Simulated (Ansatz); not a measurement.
Mg6SiB, 8 atoms in the cell. The typed cell holds 8 atoms: a = 3.976 Å, b = 6.287 Å, c = 6.287 Å, α = 76.48°, β = 90.00°, γ = 90.00°. The cell comes from a database or a generator and needn't be the stable form of this composition. The cell isn't the ideal one: atoms moved at random, drawn with an rms of 0.05 Å.

| Item | Value |
| --- | --- |
| Program | Ansatz 0.2.0 |
| Task | single point |
| Functional | PBE |
| Potentials or basis | Ansatz PAW |
| Cutoff | 420 eV (not typed: the program's choice for these potentials) |
| k mesh | 7 × 5 × 5 |
| Occupations | fermi-dirac, width 0.05 eV |
| Spin | no spin polarisation |

Potentials or basis: Ansatz PAW.

Run with:

```bash
$ ansatz run input.yaml --threads 4 --pin off --max-ram 10240MiB --backend cpu --events-out ev --progress --plain --runs-dir out
```

Hardware: 4 threads of Intel(R) Xeon(R) 6975P-C (Granite Rapids) (shared host).

Task: How long does it take, and how much memory?

Result: Run time: 8.8 s on 4 threads of Intel(R) Xeon(R) 6975P-C (Granite Rapids) (shared host), peak memory 0.81 GiB. Counts: scf iterations 7, plane waves 2989, k points 88, bands 42.
